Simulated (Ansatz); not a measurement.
## H6O2Si2, SMILES O[SiH](O)[SiH3]: a rigid scan of one bond length, step by step

Program: Ansatz 0.2.0 through its Python package.

The cells in order, each with its output:

```python
import ansatz as az
import matplotlib.pyplot as plt
import numpy as np
```

```python
molecule = (
    az.Crystal.molecule()
    .atom("O", [-1.2832, 0.2951, -1.4031])
    .atom("Si", [0.0401, 0.5409, -0.5128])
    .atom("O", [1.2721, -0.0171, -1.4436])
    .atom("Si", [-0.0205, -0.5406, 1.5387])
    .atom("H", [-1.4664, -0.5575, -1.7937])
    .atom("H", [0.2593, 2.0106, -0.3185])
    .atom("H", [1.6327, 0.585, -2.1256])
    .atom("H", [-0.3148, -1.9863, 1.3236])
    .atom("H", [-1.2082, 0.0169, 2.3998])
    .atom("H", [1.1721, -0.3982, 2.3381])
)

symbols = [site.symbol for site in molecule.cartesian_sites]
start = np.array([site.position_ang for site in molecule.cartesian_sites])
axis = (start[9] - start[3]) / np.linalg.norm(start[9] - start[3])
moving = [9]
lengths, energies = [1.23, 1.33, 1.44, 1.59, 1.8, 2.16, 2.6, 3.17], []
for length in lengths:
    xyz = start.copy()
    xyz[moving] += (length - np.linalg.norm(start[9] - start[3])) * axis
    point = az.Crystal.molecule()
    for symbol, place in zip(symbols, xyz):
        point = point.atom(symbol, place.tolist())
    calculation = (
        point.calculation()
        .basis(gaussian="6-31G*")
        .functional("r2SCAN", dispersion="d4")
        .scf(lower_state_search="standard")
        .spin("collinear")
    )
    rep = calculation.run().report
    energies.append(rep["free_energy_ev"])
    print(f"r = {length:6.3f} A  E = {energies[-1]:.5f} eV  <S^2> = {abs(rep['mean_field']['state']['spin_squared']):.3f}")

print("energy above the lowest point (eV):", [round(e - min(energies), 3) for e in energies])
plt.figure(figsize=(4.5, 3))
plt.plot(lengths, np.array(energies) - min(energies), "o-")
plt.xlabel("bond length (A)")
plt.ylabel("E - E(min) (eV)")
plt.tight_layout()
plt.savefig("scan.png", dpi=100)
```

    r =  1.230 A  E = -19943.18274 eV  <S^2> = 0.000
    r =  1.330 A  E = -19943.81065 eV  <S^2> = 0.000
    r =  1.440 A  E = -19944.08335 eV  <S^2> = 0.000
    r =  1.590 A  E = -19944.02963 eV  <S^2> = 0.000
    r =  1.800 A  E = -19943.54726 eV  <S^2> = 0.000
    r =  2.160 A  E = -19942.41334 eV  <S^2> = 0.000
    r =  2.600 A  E = -19941.19575 eV  <S^2> = 0.345
    r =  3.170 A  E = -19940.56431 eV  <S^2> = 0.794
    energy above the lowest point (eV): [0.901, 0.273, 0.0, 0.054, 0.536, 1.67, 2.888, 3.519]

Caveats:
- These settings explore the input space; basis and method may be short of convergence.
- The rest of the molecule is held rigid at a force-field or estimated start geometry, and the basis set is modest; single-reference methods fail as a bond breaks.
- The expectation value of S² is noticeably off S(S+1) in at least one run, so that state is spin-contaminated.
- Hardware and time: 100 s on 1 thread of Arm Neoverse V1, on a shared host, peak memory 0.34 GiB.
